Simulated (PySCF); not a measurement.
# Accurate constants of AlSb, step by step

The task here is to estimate one member of a computed series from the others.

Computed with PySCF 2.14.0. Level: CCSD(T) on ROHF, scalar-relativistic core potentials.

The first run:

```
molecule             : AlSb
state                : triplet, unpaired electrons π ↑↑
smaller basis        : Al aug-cc-pV(D+d)Z, Sb cc-pwCVDZ-PP with ECP28
larger basis         : Al aug-cc-pV(T+d)Z, Sb cc-pwCVTZ-PP with ECP28
frozen core orbitals : 9
extrapolation        : correlation as n⁻³ (n = 2, 3), Hartree–Fock as (n+1)·exp(−9√n)
corrections          : none
distances (Å)        : 2.4338, 2.5444, 2.6550, 2.7657, 2.8763, 3.0146, 3.1528
masses (u)           : 26.9815, 120.9038
dissociation limit   : Al + Sb
```

Command:

```console
$ OMP_NUM_THREADS=4 python comp.py task.json out
```

One of the session's tables, all rows but one given; the rest of the session is left out.

```
                 level  Re (Å)  ωe (cm⁻¹)  ωexe (cm⁻¹)  αe (cm⁻¹)  De (eV)
CCSD(T), smaller basis  2.7759      249.0        0.937   0.000512    1.432
 CCSD(T), larger basis  2.7473      257.7        0.883   0.000497    1.725
                HF/CBS  2.7717      255.3        0.726   0.000455    0.841
               MP2/CBS  2.7231      266.9        0.799   0.000475    1.765
              CCSD/CBS       ?          ?            ?          ?        ?
           CCSD(T)/CBS  2.7376      261.0        0.864   0.000493    1.835
```

Q: Estimate the row for CCSD/CBS from the others.

**Answer.** Re (Å): 2.7346; ωe (cm⁻¹): 263.5; ωexe (cm⁻¹): 0.835; αe (cm⁻¹): 0.000484; De (eV): 1.719. In the column «Re (Å)» it lies between MP2/CBS (2.7231) and CCSD(T)/CBS (2.7376).

An extrapolation from double and triple zeta is rough, so this isn't yet the limit.
